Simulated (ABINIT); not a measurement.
# MoSe (Pm-3m) in ABINIT: equation of state

How stiff is MoSe in PBE, and what volume does it want? The cell is scaled to several volumes.

Program: ABINIT 10.8.3 (patched build). These are calculated values, not measurements. Logs are shortened: lines on timing, memory, paths and dates and some standing lists are left out, and cuts for length are marked. The log counts tension as positive stress, the text compression.

## 1. The structure

Symmetry: Pm-3m, No. 221, cubic system. Conventional cell: a = 3.500 Å, b = 3.500 Å, c = 3.500 Å, α = 90.00°, β = 90.00°, γ = 90.00°. Mo (site symmetry m-3m) has 8 Se at 3.03 Å as nearest neighbours. Around Se (site symmetry m-3m) lie 8 Mo at 3.03 Å.

The cell was built by a generator and needn't be a form met in nature.

## 2. Equation of state, PBE

Contents of run.abi:

```
ndtset 7
getwfk -1
scalecart1 3*0.9795861087
scalecart2 3*0.9864848297
scalecart3 3*0.9932883884
scalecart4 3*1.0000000000
scalecart5 3*1.0066227096
scalecart6 3*1.0131594038
scalecart7 3*1.0196128224

pp_dirpath "./"
pseudos "Mo.GGA_PBE-JTH.xml, Se.GGA_PBE-JTH.xml"

acell 6.6144752984 6.6144752984 6.6144752984
rprim
     1.0000000000     0.0000000000     0.0000000000
     0.0000000000     1.0000000000     0.0000000000
     0.0000000000     0.0000000000     1.0000000000
ntypat 2
znucl 42 34
natom 2
typat 1 2
xred
     0.0000000000     0.0000000000     0.0000000000
     0.5000000000     0.5000000000     0.5000000000

ecut 15.0
pawecutdg 30.0
pawxcdev 0

kptopt 1
ngkpt 8 8 8
nshiftk 1
shiftk 0.0 0.0 0.0

ixc 11

nband 14
occopt 3
tsmear 0.05 eV

nstep 100
tolvrs 1.0e-9

iomode 3
prtwf 1
prtden 0
prteig 0
prtebands 0
enunit 2
```

Potentials or basis: JTH PAW PBE v2.0.

The run is started by

```bash
> abinit run.abi > log 2>&1
```

run.abo:

```text
.Version 10.8.3 of ABINIT
 DATASET    1 : space group Pm -3 m (#221); Bravais cP (primitive cubic)
================================================================================
 Values of the parameters that define the memory need for DATASET  1.
     intxc =       0    ionmov =       0      iscf =      17    lmnmax =      18
     lnmax =       6     mgfft =      24  mpssoang =       3    mqgrid =    3001
     natom =       2  nloc_mem =       2    nspden =       1   nspinor =       1
    nsppol =       1      nsym =      48    n1xccc =       1    ntypat =       2
    occopt =       3   xclevel =       2
       mpw =         772          nfft =       13824          nkpt =          35
 PAW method is used; the additional fine FFT grid is defined by:
   mgfftf=        32    nfftf =     32768
================================================================================
================================================================================
[... 71 lines left out ...]
 DATASET    7 : space group Pm -3 m (#221); Bravais cP (primitive cubic)
================================================================================
 Values of the parameters that define the memory need for DATASET  7.
     intxc =       0    ionmov =       0      iscf =      17    lmnmax =      18
     lnmax =       6     mgfft =      24  mpssoang =       3    mqgrid =    3001
     natom =       2  nloc_mem =       2    nspden =       1   nspinor =       1
    nsppol =       1      nsym =      48    n1xccc =       1    ntypat =       2
    occopt =       3   xclevel =       2
       mpw =         876          nfft =       13824          nkpt =          35
 PAW method is used; the additional fine FFT grid is defined by:
   mgfftf=        36    nfftf =     46656
================================================================================
================================================================================

--------------------------------------------------------------------------------
------------- Echo of variables that govern the present computation ------------
--------------------------------------------------------------------------------
 -outvars: echo values of preprocessed input variables --------
            acell      6.6144752984E+00  6.6144752984E+00  6.6144752984E+00 Bohr
              amu      9.59400000E+01  7.89600000E+01
             ecut      1.50000000E+01 Hartree
           enunit           2
           getwfk          -1
              ixc          11
           jdtset        1    2    3    4    5    6    7
         kptrlatt        8    0    0      0    8    0      0    0    8
          kptrlen1     5.18355849E+01
          kptrlen2     5.22006363E+01
          kptrlen3     5.25606521E+01
          kptrlen4     5.29158024E+01
          kptrlen5     5.32662484E+01
          kptrlen6     5.36121428E+01
          kptrlen7     5.39536306E+01
            natom           2
            nband          14
           ndtset           7
            ngfft          24      24      24
          ngfftdg1         32      32      32
          ngfftdg2         36      36      36
          ngfftdg3         36      36      36
          ngfftdg4         36      36      36
          ngfftdg5         36      36      36
          ngfftdg6         36      36      36
          ngfftdg7         36      36      36
             nkpt          35
            nstep         100
             nsym          48
           ntypat           2
           occopt           3
        pawecutdg      3.00000000E+01 Hartree
         pawxcdev           0
           prtden           0
        prtebands           0
           prteig           0
            rprim1     9.7958610870E-01  0.0000000000E+00  0.0000000000E+00
                       0.0000000000E+00  9.7958610870E-01  0.0000000000E+00
                       0.0000000000E+00  0.0000000000E+00  9.7958610870E-01
            rprim2     9.8648482970E-01  0.0000000000E+00  0.0000000000E+00
                       0.0000000000E+00  9.8648482970E-01  0.0000000000E+00
                       0.0000000000E+00  0.0000000000E+00  9.8648482970E-01
            rprim3     9.9328838840E-01  0.0000000000E+00  0.0000000000E+00
                       0.0000000000E+00  9.9328838840E-01  0.0000000000E+00
                       0.0000000000E+00  0.0000000000E+00  9.9328838840E-01
            rprim4     1.0000000000E+00  0.0000000000E+00  0.0000000000E+00
                       0.0000000000E+00  1.0000000000E+00  0.0000000000E+00
                       0.0000000000E+00  0.0000000000E+00  1.0000000000E+00
            rprim5     1.0066227096E+00  0.0000000000E+00  0.0000000000E+00
                       0.0000000000E+00  1.0066227096E+00  0.0000000000E+00
                       0.0000000000E+00  0.0000000000E+00  1.0066227096E+00
            rprim6     1.0131594038E+00  0.0000000000E+00  0.0000000000E+00
                       0.0000000000E+00  1.0131594038E+00  0.0000000000E+00
                       0.0000000000E+00  0.0000000000E+00  1.0131594038E+00
            rprim7     1.0196128224E+00  0.0000000000E+00  0.0000000000E+00
                       0.0000000000E+00  1.0196128224E+00  0.0000000000E+00
                       0.0000000000E+00  0.0000000000E+00  1.0196128224E+00
          spgroup         221
           tolvrs      1.00000000E-09
           tsmear      1.83746611E-03 Hartree
            typat      1  2
           useylm           1
           xangst1     0.0000000000E+00  0.0000000000E+00  0.0000000000E+00
                       1.7143881406E+00  1.7143881406E+00  1.7143881406E+00
           xangst2     0.0000000000E+00  0.0000000000E+00  0.0000000000E+00
                       1.7264616943E+00  1.7264616943E+00  1.7264616943E+00
           xangst3     0.0000000000E+00  0.0000000000E+00  0.0000000000E+00
                       1.7383687031E+00  1.7383687031E+00  1.7383687031E+00
           xangst4     0.0000000000E+00  0.0000000000E+00  0.0000000000E+00
                       1.7501147938E+00  1.7501147938E+00  1.7501147938E+00
           xangst5     0.0000000000E+00  0.0000000000E+00  0.0000000000E+00
                       1.7617052959E+00  1.7617052959E+00  1.7617052959E+00
           xangst6     0.0000000000E+00  0.0000000000E+00  0.0000000000E+00
                       1.7731452611E+00  1.7731452611E+00  1.7731452611E+00
           xangst7     0.0000000000E+00  0.0000000000E+00  0.0000000000E+00
                       1.7844394844E+00  1.7844394844E+00  1.7844394844E+00
            xcart1     0.0000000000E+00  0.0000000000E+00  0.0000000000E+00
                       3.2397240593E+00  3.2397240593E+00  3.2397240593E+00
            xcart2     0.0000000000E+00  0.0000000000E+00  0.0000000000E+00
                       3.2625397691E+00  3.2625397691E+00  3.2625397691E+00
            xcart3     0.0000000000E+00  0.0000000000E+00  0.0000000000E+00
                       3.2850407546E+00  3.2850407546E+00  3.2850407546E+00
            xcart4     0.0000000000E+00  0.0000000000E+00  0.0000000000E+00
                       3.3072376492E+00  3.3072376492E+00  3.3072376492E+00
            xcart5     0.0000000000E+00  0.0000000000E+00  0.0000000000E+00
                       3.3291405237E+00  3.3291405237E+00  3.3291405237E+00
            xcart6     0.0000000000E+00  0.0000000000E+00  0.0000000000E+00
                       3.3507589249E+00  3.3507589249E+00  3.3507589249E+00
            xcart7     0.0000000000E+00  0.0000000000E+00  0.0000000000E+00
                       3.3721019138E+00  3.3721019138E+00  3.3721019138E+00
             xred      0.0000000000E+00  0.0000000000E+00  0.0000000000E+00
                       5.0000000000E-01  5.0000000000E-01  5.0000000000E-01
            znucl       42.00000   34.00000

================================================================================

 chkinp: Checking input parameters for consistency, jdtset=   1.

 chkinp: Checking input parameters for consistency, jdtset=   2.
[... 40 lines left out ...]
 getcut: wavevector=  0.0000  0.0000  0.0000  ngfft=  32  32  32
         ecut(hartree)=     30.000   => boxcut(ratio)=   2.00302

--- Pseudopotential description ------------------------------------------------
- pspini: atom type   1  psp file is ./Mo.GGA_PBE-JTH.xml
 Pseudopotential format is: paw10
 basis_size (lnmax)=  6 (lmn_size= 18), orbitals=   0   0   1   1   2   2
 Spheres core radius: rc_sph= 2.20740211
 Shapefunction is SIN type: shapef(r)=[sin(pi*r/rshp)/(pi*r/rshp)]**2
 Radius for shape functions =  1.91008465
 Compensation charge density is not taken into account in XC energy/potential

- pspini: atom type   2  psp file is ./Se.GGA_PBE-JTH.xml
 Pseudopotential format is: paw10
 basis_size (lnmax)=  4 (lmn_size=  8), orbitals=   0   0   1   1
 Spheres core radius: rc_sph= 2.21132333
 Shapefunction is BESSEL type: shapef(r,l)=aa(1,l)*jl(q(1,l)*r)+aa(2,l)*jl(q(2,l)*r)
 Radius for shape functions =  2.00656599
 Compensation charge density is not taken into account in XC energy/potential

   1.17803549E+03                                ecore*ucvol(ha*bohr**3)
--------------------------------------------------------------------------------

================================================================================

--- !BeginCycle
iteration_state: {dtset: 1, }
solver: {iscf: 17, nstep: 100, nline: 4, wfoptalg: 10, }
tolerances: {tolvrs: 1.00E-09, }
...
[... 1304 lines left out ...]
-Cartesian components of stress tensor (GPa)         [Pressure= -2.6649E+01 GPa]
- sigma(1 1)=  2.66490211E+01  sigma(3 2)=  0.00000000E+00
- sigma(2 2)=  2.66490211E+01  sigma(3 1)=  0.00000000E+00
- sigma(3 3)=  2.66490211E+01  sigma(2 1)=  0.00000000E+00

== END DATASET(S) ==============================================================
================================================================================

 -outvars: echo values of variables after computation  --------
            acell      6.6144752984E+00  6.6144752984E+00  6.6144752984E+00 Bohr
           etotal1    -7.8382087260E+01
           etotal2    -7.8377194354E+01
           etotal3    -7.8372199729E+01
           etotal4    -7.8367117108E+01
           etotal5    -7.8361975138E+01
           etotal6    -7.8356784596E+01
           etotal7    -7.8351562487E+01
            fcart1    -0.0000000000E+00 -0.0000000000E+00 -0.0000000000E+00
                      -0.0000000000E+00 -0.0000000000E+00 -0.0000000000E+00
            fcart2    -0.0000000000E+00 -0.0000000000E+00 -0.0000000000E+00
                      -0.0000000000E+00 -0.0000000000E+00 -0.0000000000E+00
            fcart3    -0.0000000000E+00 -0.0000000000E+00 -0.0000000000E+00
                      -0.0000000000E+00 -0.0000000000E+00 -0.0000000000E+00
            fcart4    -0.0000000000E+00 -0.0000000000E+00 -0.0000000000E+00
                      -0.0000000000E+00 -0.0000000000E+00 -0.0000000000E+00
            fcart5    -0.0000000000E+00 -0.0000000000E+00 -0.0000000000E+00
                      -0.0000000000E+00 -0.0000000000E+00 -0.0000000000E+00
[... 38 lines left out ...]
                       0.0000000000E+00  0.0000000000E+00  0.0000000000E+00
           xangst1     0.0000000000E+00  0.0000000000E+00  0.0000000000E+00
                       1.7143881406E+00  1.7143881406E+00  1.7143881406E+00
           xangst2     0.0000000000E+00  0.0000000000E+00  0.0000000000E+00
                       1.7264616943E+00  1.7264616943E+00  1.7264616943E+00
           xangst3     0.0000000000E+00  0.0000000000E+00  0.0000000000E+00
                       1.7383687031E+00  1.7383687031E+00  1.7383687031E+00
           xangst4     0.0000000000E+00  0.0000000000E+00  0.0000000000E+00
                       1.7501147938E+00  1.7501147938E+00  1.7501147938E+00
           xangst5     0.0000000000E+00  0.0000000000E+00  0.0000000000E+00
                       1.7617052959E+00  1.7617052959E+00  1.7617052959E+00
           xangst6     0.0000000000E+00  0.0000000000E+00  0.0000000000E+00
                       1.7731452611E+00  1.7731452611E+00  1.7731452611E+00
           xangst7     0.0000000000E+00  0.0000000000E+00  0.0000000000E+00
                       1.7844394844E+00  1.7844394844E+00  1.7844394844E+00
             xred      0.0000000000E+00  0.0000000000E+00  0.0000000000E+00
                       5.0000000000E-01  5.0000000000E-01  5.0000000000E-01
 Calculation completed.
```

Wall time 59 s (1 thread of Arm Neoverse V2, shared host); peak memory 0.13 GiB.

What came out:

| Quantity | Value |
| --- | --- |
| Equilibrium volume | outside the volumes run |

Energy against volume, from the lowest point:
| volume (Å³/atom) | energy (meV/atom) |
| --- | --- |
| 20.155 | 0.00 |
| 20.584 | 66.57 |
| 21.013 | 134.53 |
| 21.442 | 203.68 |
| 21.871 | 273.64 |
| 22.299 | 344.26 |
| 22.728 | 415.31 |
